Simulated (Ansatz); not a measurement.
## Sb on several prototypes: a ranking of structure types by relaxed energy

Program: the Python package of Ansatz (0.2.0).

`run_prototypes.py`:
```python
"""Relaxed energies of Sb in several structure types."""

from dataclasses import dataclass
import warnings

import ansatz as az
import numpy as np
import pandas as pd
import spglib


@dataclass(frozen=True)
class Settings:
    xc: str = "pbesol"
    ecut: int = 520
    k_spacing: float = 0.15
    occupations: str = "fermi_dirac"
    sigma: float = 0.1


cfg = Settings()


def sc(a_site, a):
    return (
        az.Lattice.cubic(a)
        .space_group(221)
        .atom(a_site, [0, 0, 0])
    )


def fcc(A, a):
    return (
        az.Lattice.fcc(a)
        .space_group(225)
        .atom(A, [0, 0, 0])
        .primitive()
    )


def bcc(first, a):
    return (
        az.Lattice.bcc(a)
        .space_group(229)
        .atom(first, [0, 0, 0])
        .primitive()
    )


def diamond(A, a):
    return az.Crystal.diamond(A, a=a)


def solve(name, crystal, relax=True):
    calc = (
        crystal.calculation()
        .functional(cfg.xc)
        .basis(cfg.ecut)  # plane waves up to this kinetic energy
        .kpoints(spacing=cfg.k_spacing)
        .occupations(cfg.occupations, width=cfg.sigma)  # the run then minimises F = E - TS
        .stress()  # GPa
        .band_table()
    )
    if relax:
        calc = calc.relax(force_tolerance=0.03, cell=True)
    return calc.run()

def bulk_modulus(name, outcome, step=0.015):
    # B = -V dP/dV from the pressures of two uniformly scaled cells, atoms held at their fractions
    pressure = []
    for factor in (1 - step, 1.0, 1 + step):
        cell = az.Crystal(lattice=az.Lattice.of(outcome.lattice.cell_ang * factor ** (1 / 3)))
        for site in outcome.report["lattice"]["sites"]:
            cell = cell.atom(site["symbol"], site["position_frac"])
        pressure.append(np.trace(solve(name, cell, relax=False).report["stress_gpa"]) / 3)
    slope, bend = (pressure[0] - pressure[2]) / (2 * step), abs(pressure[0] + pressure[2] - 2 * pressure[1])
    # a jump of mesh or basis between the cells shows as a kink: no modulus then
    return float(slope) if bend < 12 * step**2 * abs(slope) + 0.15 and abs(pressure[1]) < 1.5 else float("nan")


def space_group(outcome):
    sites = outcome.report["lattice"]["sites"]
    kinds = sorted({site["symbol"] for site in sites})
    cell = (outcome.lattice.cell_ang, [site["position_frac"] for site in sites], [kinds.index(site["symbol"]) for site in sites])
    return spglib.get_spacegroup(cell, symprec=0.01)


def pressure_gpa(outcome):
    return float(np.trace(outcome.report["stress_gpa"]) / 3)


def volume_per_atom(outcome):
    return abs(np.linalg.det(outcome.lattice.cell_ang)) / len(outcome.lattice.sites)


def main() -> None:
    # a is a first guess in angstrom
    warnings.simplefilter("ignore", az.DeckWarning)

    phases = {}
    phases["sc"] = sc("Sb", 3.21)
    phases["fcc"] = fcc("Sb", 4.94)
    phases["bcc"] = bcc("Sb", 3.92)
    phases["diamond"] = diamond("Sb", 6.8)

    done = {}
    for name, crystal in phases.items():
        try:
            done[name] = solve(name, crystal)
        except az.NonConvergedError as error:
            print(name, "did not converge:", str(error)[:120])

    energy = {name: o.report["energy_sigma0_ev"] / len(o.lattice.sites) for name, o in done.items()}
    lowest = min(energy.values())
    rows = [(name, len(o.lattice.sites), 1000 * (energy[name] - lowest), space_group(o), pressure_gpa(o), volume_per_atom(o), bulk_modulus(name, o)) for name, o in done.items()]
    rows.sort(key=lambda row: row[2])
    print(pd.DataFrame(rows, columns=["phase", "atoms", "dE (meV/atom)", "space group", "P (GPa)", "V (A^3/atom)", "B (GPa)"]).round(4).to_string(index=False))
    print("order:", " < ".join(row[0] for row in rows))


if __name__ == "__main__":
    main()
```

```console
$ python run_prototypes.py
  phase  atoms  dE (meV/atom) space group  P (GPa)  V (A^3/atom)  B (GPa)
     sc      1         0.0000 Pm-3m (221)  -0.0022       28.7098  61.8202
    bcc      1       154.5447 Im-3m (229)  -0.0274       25.9729  67.7364
    fcc      1       239.8644 Fm-3m (225)  -0.0033       26.2113  66.6891
diamond      2       368.2302 Fd-3m (227)  -0.0151       40.4863  34.6642
order: sc < bcc < fcc < diamond
```

By space group at the end of each run: Pm-3m (+0 meV an atom, 28.7 Å³), Im-3m (+155 meV an atom, 26.0 Å³), Fm-3m (+240 meV an atom, 26.2 Å³) and Fd-3m (+368 meV an atom, 40.5 Å³).

Pressure is positive in compression. The cells are built on prototypes, so most aren't the phase found in nature. Rows bear the name of their start, and a relaxation keeps or raises the symmetry. Differences under 10 to 15 meV an atom lie within the error of mesh and functional. Timing: 2.2 min on 1 thread of Arm Neoverse V1 (shared host), peak memory 0.6 GiB.
